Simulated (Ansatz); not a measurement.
# Ag: the cost of one run

Computed with Ansatz 0.2.0 (DFT PBEsol, scalar-relativistic, plane waves, PAW, unless a step's input says otherwise).

2 further runs of the same task are left out: 2 set aside as unsound or not needed.

## Step 1: The system as given

Symmetry: Fm-3m, No. 225, cubic system. The conventional cell has a = 4.086 Å, b = 4.086 Å, c = 4.086 Å, α = 90.00°, β = 90.00°, γ = 90.00°. Ag (site symmetry m-3m) is surrounded by 12 Ag at 2.89 Å.

As a file:

```xyz
1
Lattice="0.0000 2.0431 2.0431 2.0431 0.0000 2.0431 2.0431 2.0431 0.0000" Properties=species:S:1:pos:R:3 pbc="T T T"
Ag    0.0000    0.0000    0.0000
```

The structure comes from the Crystallography Open Database.

(A quick probe on a coarse mesh, which set the mesh and smearing, is not shown.)

## Step 3: Full relaxation

Contents of input.yaml:

```yaml
crystal:
  lattice:
    - [0.0, 2.0431, 2.0431]
    - [2.0431, 0.0, 2.0431]
    - [2.0431, 2.0431, 0.0]
  atoms:
    - { symbol: Ag, position: [0.0, 0.0, 0.0] }
basis:
  ecutwfc: 420
kpoints:
  mp_grid: { grid: [18, 18, 18] }
hamiltonian:
  xc: pbesol
scf:
  occupations: { method: gaussian, width: 0.1 }
output:
  forces: true
  stress: true
  eigenvalues: true
relax:
  adjacent_minimum: "off"
  f_tol: 0.005
  max_steps: 80
  cell: { stress_tol: 0.05 }
```

**Question.** How long does this run take on 1 thread of an Arm CPU, shared host, and how much memory does it need?

About 11 s, with a peak of 0.31 GiB.
